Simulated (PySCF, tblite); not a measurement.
# C₅H₅F₃N radical: geometry, infrared bands and EPR parameters

What infrared bands and EPR parameters should C₅H₅F₃N radical (`C[C](C1=NC1)C(F)(F)F`) show?

Programs: tblite 0.8.0 and PySCF 2.14.0, with density-fitted response routines of our own. Each step states its level of theory. These are calculated values for one molecule in the gas phase, unless marked as measured. Atoms are numbered from 0 throughout.

## 1. The starting structure

14 atoms, charge 0, multiplicity 2; geometry from: force field or distance geometry start.

Bonds of the start (Å): C0–C1 1.46, C1–C2 1.42, C2–N3 1.26, N3–C4 1.58, C1–C5 1.48, C5–F6 1.35, C5–F7 1.37, C5–F8 1.36, C4–C2 1.40, C0–H9 1.09, C0–H10 1.09, C0–H11 1.11, C4–H12 1.07, C4–H13 1.07.

## 2. Relaxing the molecule with GFN2-xTB

The job: settings as JSON, then the geometry in Å.

```
{"job": {"kind": "relax", "xc": "GFN2-xTB", "basis": "xTB"}, "charge": 0, "multiplicity": 2}
C     -1.427700     0.329900    -1.169500
C     -0.396400    -0.005800    -0.187300
C      0.922700     0.517200    -0.287400
N      1.731800     1.246000    -0.911400
C      2.137600     0.456200     0.400900
C     -0.678700    -0.907900     0.945100
F     -1.953600    -1.348500     0.946900
F     -0.461100    -0.291000     2.144500
F      0.127800    -2.007600     0.927600
H     -1.805500    -0.571700    -1.662800
H     -1.061300     1.009500    -1.941700
H     -2.286300     0.819800    -0.675600
H      2.821900    -0.350200     0.213500
H      2.328300     1.103600     1.235000
```

Command:

```sh
> OMP_NUM_THREADS=1 python probes_run.py task.json out
```

One launch serves the whole session: the jobs run in the order shown.

Standard output:

```text
step      E/eV     max force
  0    -823.16709    5.104
  1    -823.35130    3.090
  2    -823.49333    0.949
  3    -823.52449    0.495
  4    -823.53050    0.220
  5    -823.53468    0.163
  6    -823.53712    0.175
  7    -823.53963    0.141
  8    -823.54153    0.099
  9    -823.54318    0.097
 10    -823.54437    0.100
 11    -823.54522    0.075
 12    -823.54585    0.069
 13    -823.54640    0.057
 14    -823.54699    0.067
 15    -823.54767    0.066
 16    -823.54840    0.070
 17    -823.54915    0.073
 18    -823.54996    0.082
 19    -823.55091    0.105
 20    -823.55190    0.086
 21    -823.55269    0.073
 22    -823.55318    0.064
 23    -823.55350    0.051
 24    -823.55377    0.040
 25    -823.55397    0.030
 26    -823.55410    0.026
 27    -823.55422    0.031
 28    -823.55435    0.035
 29    -823.55448    0.031
 30    -823.55459    0.032
 31    -823.55470    0.036
 32    -823.55485    0.038
 33    -823.55503    0.035
 34    -823.55516    0.027
 35    -823.55523    0.021
 36    -823.55526    0.016
 37    -823.55528    0.010
```

It took 0.21 s on 1 thread of Arm Neoverse V1, shared host.

Along the way: (not every step is listed)

```csv
step,energy from step 0 (eV),largest force (eV/Å)
0,0.0000,5.1037
1,-0.1842,3.0901
2,-0.3262,0.9492
3,-0.3574,0.4945
4,-0.3634,0.2203
5,-0.3676,0.1625
6,-0.3700,0.1752
7,-0.3725,0.1408
8,-0.3744,0.0992
10,-0.3773,0.1000
12,-0.3788,0.0685
14,-0.3799,0.0675
16,-0.3813,0.0704
18,-0.3829,0.0818
20,-0.3848,0.0857
22,-0.3861,0.0637
24,-0.3867,0.0397
26,-0.3870,0.0264
28,-0.3873,0.0351
30,-0.3875,0.0324
32,-0.3878,0.0385
33,-0.3879,0.0348
34,-0.3881,0.0270
35,-0.3881,0.0210
36,-0.3882,0.0162
37,-0.3882,0.0100
```

Distances of close pairs at the start and the end, largest changes first:

```csv
bond,before (Å),after (Å),change (Å)
N3–C4,1.584,1.463,-0.121
C1–C2,1.423,1.354,-0.068
C2–C4,1.398,1.453,+0.055
C2–N3,1.255,1.309,+0.054
C1–C5,1.475,1.502,+0.027
C0–C1,1.463,1.484,+0.020
C5–F7,1.366,1.348,-0.018
C5–F8,1.364,1.348,-0.016
```

The final coordinates are the input of the step that follows.

## 3. Infrared spectrum with GFN2-xTB

The job: settings as JSON, then the geometry in Å.

```
{"job": {"kind": "ir", "xc": "GFN2-xTB", "basis": "xTB"}, "charge": 0, "multiplicity": 2}
C     -1.429145     0.333464    -1.168841
C     -0.382123    -0.009814    -0.175465
C      0.885608     0.464554    -0.224407
N      1.729257     1.220528    -0.879701
C      2.231218     0.545331     0.317698
C     -0.736711    -0.933299     0.954386
F     -2.010123    -1.340277     0.910374
F     -0.558599    -0.359183     2.160785
F      0.022148    -2.047183     0.964193
H     -1.807552    -0.570343    -1.650402
H     -1.019901     1.005313    -1.916990
H     -2.280920     0.804929    -0.674653
H      2.925569    -0.274484     0.172754
H      2.430596     1.159991     1.188102
```

Standard output:

```text
mode    cm-1     km/mol
  1     -15.9      0.11
  2      95.8     19.75
  3     108.2      7.20
  4     128.2      0.16
  5     161.1      0.62
  6     230.7      2.11
  7     318.0      4.29
  8     336.8      3.69
  9     394.2      8.77
 10     437.1      0.73
 11     486.7      5.83
 12     551.1      9.20
 13     572.3     24.94
 14     681.9      5.75
 15     863.6      0.12
 16     864.5     14.47
 17     983.8     68.31
 18     998.1      1.69
 19    1004.9     27.17
 20    1008.8     12.05
 21    1016.4    227.55
 22    1056.2    193.54
 23    1087.8    246.84
 24    1152.5     86.95
 25    1255.3    110.00
 26    1340.0     10.17
 27    1380.3     41.61
 28    1414.1     37.49
 29    1424.8     16.18
 30    1448.7     16.66
 31    1744.1     56.77
 32    2969.5      1.34
 33    2994.3      0.40
 34    3022.5      9.90
 35    3031.1      5.20
 36    3069.7      5.00
```

It took 0.4 s on 1 thread of Arm Neoverse V1, shared host.

Which atoms move in the most intense modes:

```csv
cm⁻¹,km/mol,atoms
984,68.3,"H13 19 %, H12 19 %, H11 13 %, H9 13 %"
1016,227.6,"C5 64 %, F7 10 %, F8 10 %"
1056,193.5,C5 62 %
1088,246.8,"C5 51 %, F6 18 %, H10 10 %"
1152,87.0,"C2 30 %, C4 29 %, N3 12 %, C1 11 %"
1255,110.0,"C1 52 %, C5 30 %"
1380,41.6,"H11 31 %, H9 31 %, H10 19 %, C0 18 %"
1744,56.8,"C2 61 %, C1 15 %, C4 12 %, N3 11 %"
```

## 4. g tensor and hyperfine couplings: B3LYP/pcH-1

Same as in step 3 but for these lines:

```diff
@@ -1,2 +1,2 @@
-{"job": {"kind": "ir", "xc": "GFN2-xTB", "basis": "xTB"}, "charge": 0, "multiplicity": 2}
+{"job": {"kind": "epr", "basis": "pcH-1"}, "charge": 0, "multiplicity": 2}
 C     -1.429145     0.333464    -1.168841
```

Level: UKS B3LYP, pcH-1 on C F H N, non-relativistic, mean-field spin-orbit, GIAO.

Standard output:

```text
UKS, coarse grid
  cycle   1  E = -547.58279191  |g| = 6.93e-01
  cycle   2  E = -547.29895337  |g| = 1.19e+00
  cycle   3  E = -547.73652883  |g| = 1.57e-01
  cycle   4  E = -547.74425621  |g| = 9.73e-02
  cycle   5  E = -547.74876981  |g| = 1.98e-02
  cycle   6  E = -547.74899343  |g| = 7.63e-03
  cycle   7  E = -547.74905877  |g| = 3.78e-03
  cycle   8  E = -547.74907342  |g| = 2.04e-03
  cycle   9  E = -547.74907577  |g| = 4.07e-04
UKS, final grid
  cycle   1  E = -547.74916472  |g| = 5.82e-04
  cycle   2  E = -547.74916436  |g| = 1.12e-03
  cycle   3  E = -547.74916487  |g| = 1.46e-04
  cycle   4  E = -547.74916488  |g| = 5.09e-05
  cycle   5  E = -547.74916488  |g| = 2.89e-05
E = -547.74916488 Eh   <S^2> = 0.7786 (exact 0.7500)
g shifts (ppm)      1          2          3
  rmc          -198       -198       -198
  gc             -0         37         43
  oz_so         -60       1322       2646
  total        -258       1161       2490
hyperfine (MHz)  atom isotope    a_iso     a_fc   dipolar eigenvalues
    0   13C     -19.79     -19.79     -1.97     -0.10      2.07
    1   13C      54.64      54.64    -50.72    -49.89    100.61
    2   13C     -52.40     -52.40    -31.81      8.72     23.09
    3   14N      18.78      18.78    -28.41    -26.20     54.61
    4   13C     -10.80     -10.80     -2.52      0.08      2.45
    5   13C     -25.74     -25.74     -1.49      0.73      0.76
    6   19F      -5.36      -5.36     -6.76     -1.87      8.62
    7   19F      66.74      66.74    -39.08    -36.71     75.79
    8   19F      66.72      66.72    -39.07    -36.70     75.77
    9    1H      74.65      74.65     -3.69     -2.23      5.91
   10    1H       1.24       1.24     -3.22     -1.23      4.46
   11    1H      74.93      74.93     -3.69     -2.22      5.91
   12    1H      40.20      40.20     -3.32     -2.38      5.70
   13    1H      40.18      40.18     -3.32     -2.38      5.70
```

Run time: 85 s. Hardware: 1 thread of Arm Neoverse V1, shared host; peak memory 0.97 GiB.

Principal g values 2.00206, 2.00348, 2.00481; g(iso) = 2.00345, against 2.00232 for a free electron.

Hyperfine couplings; where a row names several nuclei, a(iso) is their mean (it holds for fast rotation or exchange) and the dipolar term the largest among them:

```csv
nuclei,isotope,a(iso) (MHz),"a(iso) (G, at g = 2.0023)",largest dipolar term (MHz)
C1,13C,54.6,19.5,100.6
C2,13C,-52.4,-18.7,-31.8
"H9, H10, H11",1H,50.3,17.9,5.9
"F6, F7, F8",19F,42.7,15.2,75.8
"H12, H13",1H,40.2,14.3,5.7
C5,13C,-25.7,-9.2,-1.5
C0,13C,-19.8,-7.1,2.1
N3,14N,18.8,6.7,54.6
C4,13C,-10.8,-3.9,-2.5
```

Mulliken spin populations:

C0 -0.04; C1 0.61; C2 -0.22; N3 0.58; C4 -0.02; C5 -0.02; F6 0.00; F7 0.01; F8 0.01; H9 0.03; H10 0.00; H11 0.03; H12 0.02; H13 0.02

In first order the couplings over 0.8 MHz of 1H, 19F, 14N give 144 distinct lines over 141.6 G, if the averaged nuclei exchange fast.

Orbitals, density, ELF and potential are computed afterwards from the orbital file.

ELF in a plane through or near 8 of the atoms.

Values, 10 rows by 14 columns:
```
0.00 0.00 0.00 0.00 0.00 0.00 0.00 0.00 0.00 0.00 0.00 0.00 0.00 0.00
0.00 0.00 0.00 0.00 0.00 0.00 0.00 0.00 0.00 0.00 0.00 0.00 0.00 0.00
0.00 0.00 0.00 0.00 0.00 0.00 0.02 0.04 0.02 0.53 0.27 0.01 0.00 0.00
0.00 0.00 0.00 0.01 0.02 0.00 0.05 0.40 0.46 0.39 0.77 0.09 0.00 0.00
0.00 0.00 0.04 0.26 0.47 0.59 0.07 0.83 0.73 0.23 0.33 0.01 0.00 0.00
0.00 0.00 0.13 0.60 0.83 0.84 0.42 0.21 0.87 0.46 0.31 0.05 0.00 0.00
0.00 0.00 0.05 0.35 0.85 0.64 0.60 0.18 0.62 0.40 0.46 0.06 0.00 0.00
0.00 0.00 0.00 0.21 0.93 0.93 0.29 0.09 1.00 0.96 0.09 0.01 0.00 0.00
0.00 0.00 0.00 0.02 0.45 0.51 0.04 0.01 0.81 0.59 0.01 0.00 0.00 0.00
0.00 0.00 0.00 0.00 0.00 0.00 0.00 0.00 0.00 0.00 0.00 0.00 0.00 0.00
```
The map spans 10.8 Å across and 9.3 Å up, centred on the molecule. Atoms in the plane (x, y in Å): C0 (1.6, -1.0), C1 (0.4, -0.1), C2 (-0.9, -0.5), N3 (-1.7, -1.6), C4 (-2.3, -0.2), C5 (0.7, 1.4), F6 (2.0, 1.7), H10 (1.2, -2.1).

log10 of the density (e/Å³) in the same plane.

Values, 10 rows by 14 columns:
```
-4.0 -4.0 -4.0 -4.0 -4.0 -4.0 -4.0 -4.0 -4.0 -4.0 -4.0 -4.0 -4.0 -4.0
-4.0 -4.0 -4.0 -4.0 -4.0 -4.0 -3.0 -2.6 -2.9 -2.9 -3.4 -4.0 -4.0 -4.0
-4.0 -4.0 -4.0 -4.0 -4.0 -2.9 -1.4 -1.1 -1.3 -0.8 -1.3 -2.6 -4.0 -4.0
-4.0 -4.0 -3.1 -2.5 -2.3 -2.1 -0.9  0.0  0.2  1.1  0.1 -1.6 -4.0 -4.0
-4.0 -3.1 -1.8 -0.9 -0.6 -0.8 -0.9  0.0  0.0 -0.5 -1.0 -2.2 -4.0 -4.0
-4.0 -2.9 -1.4 -0.2  1.7  0.2  0.5  0.6  0.2 -0.2 -0.9 -1.9 -3.3 -4.0
-4.0 -3.2 -1.9 -0.9  0.2  0.5 -0.1 -0.6  0.1  1.1 -0.6 -1.8 -3.2 -4.0
-4.0 -4.0 -2.8 -1.5 -0.2  0.1 -1.1 -1.4  0.0 -0.3 -1.6 -2.5 -3.8 -4.0
-4.0 -4.0 -4.0 -2.7 -1.8 -1.7 -2.3 -2.5 -1.8 -1.9 -2.8 -3.7 -4.0 -4.0
-4.0 -4.0 -4.0 -4.0 -4.0 -4.0 -4.0 -4.0 -3.7 -3.8 -4.0 -4.0 -4.0 -4.0
```
The map spans 10.8 Å across and 9.3 Å up, centred on the molecule. Atoms in the plane (x, y in Å): C0 (1.6, -1.0), C1 (0.4, -0.1), C2 (-0.9, -0.5), N3 (-1.7, -1.6), C4 (-2.3, -0.2), C5 (0.7, 1.4), F6 (2.0, 1.7), H10 (1.2, -2.1).

On the surface of density 0.002 e/bohr³ the electrostatic potential runs, from the 1st to the 99th percentile, from -1.38 V near N3 to 1.12 V near H11.

The spin density lies nearest to N3 40 %; C1 35 %; C2 10 % (beta excess).

## 5. Results

| quantity | value |
| --- | --- |
| strongest single infrared mode (GFN2-xTB) | 1088 cm⁻¹, 247 km/mol |
| zero-point energy (GFN2-xTB) | 56.7 kcal/mol |
| g(iso) (B3LYP) | 2.00345 |
| ⟨S²⟩ | 0.779 (exact 0.75) |
| largest a(iso) (averaged by class) | 13C on C1, 54.6 MHz |
| surface potential, 1st and 99th percentile | -1.38 V and 1.12 V |

Over 37 steps the energy fell by 0.388 eV; of the close pairs, N3–C4 changed most, 1.584 to 1.463 Å. The lowest mode is slightly imaginary (16i cm⁻¹), a soft motion within the noise of the Hessian, so the minimum is not strictly shown. The strongest single mode, at 1088 cm⁻¹, moves mainly C5. Unscaled tight-binding wavenumbers are off by several per cent, some by more. Its intensities can rank the bands wrongly. The largest spin populations lie on C1 (0.61 e), N3 (0.58 e). The isotropic g lies 1.1 ppt above the free-electron value.
